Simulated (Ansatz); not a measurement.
LiMg6Mo under changes of volume

One of the cells (20.167 Å³/atom); the others are scaled copies at fixed shape and fractional positions:

```
Mo Mg Li
1.0
     4.23677   -0.01542    0.00428
    -0.01081    4.22509    4.45362
     0.01943   -4.27714    4.50431
Mo Mg Li
1 6 1
Direct
  0.00000 0.12263 0.12263
  0.50000 0.35408 0.35408
  0.50000 0.89297 0.89297
  0.50000 0.36744 0.88049
  0.50000 0.88049 0.36744
  0.00000 0.12829 0.62259
  0.00000 0.62259 0.12829
  0.00000 0.63151 0.63151
```

The cell comes from a database or a generator and needn't be the stable form of this composition.

```yaml
Program: Ansatz 0.2.0
Functional: BLYP
Potentials_or_basis: Ansatz PAW
Cutoff: "420 eV (not typed: the program's choice for these potentials)"
k_mesh: 6 × 5 × 5
Occupations: methfessel-paxton, width 0.1 eV
Spin: no spin polarisation
```

| volume (Å³/atom) | energy over the lowest point (meV/atom) | pressure (GPa) | largest force (eV/Å) |
| --- | --- | --- | --- |
| 18.957 | ? | ? | ? |
| 19.360 | 10.12 | 3.0 | 0.077 |
| 19.763 | 4.06 | 1.8 | 0.048 |
| 20.167 | 0.78 | 0.8 | 0.071 |
| 20.570 | 0.00 | -0.2 | 0.118 |
| 20.973 | 1.49 | -1.0 | 0.161 |
| 21.377 | 5.03 | -1.8 | 0.201 |

Q: What does the run at 18.957 Å³/atom give?

A: Energy over the lowest point 19.24 meV/atom; pressure 4.3 GPa; largest force 0.139 eV/Å.

Worked out: A Birch-Murnaghan fit of order 3 (a polynomial in V^(-2/3)) to the other rows has its minimum at 20.50 Å³/atom with B0 = V·E''(V) = 46 GPa and B' = 4.2 at fixed shape and positions, which overstates the stiffness. It gives 19.25 meV/atom at 18.957 Å³/atom, against the run's 19.24, and -dE/dV = 4.3 GPa, against 4.3.

Energies are extrapolated to zero smearing.

Caveats: the PAW data sets come from PBE, with cores solved anew for the run's functional, which leaves a small shift of forces and pressure.
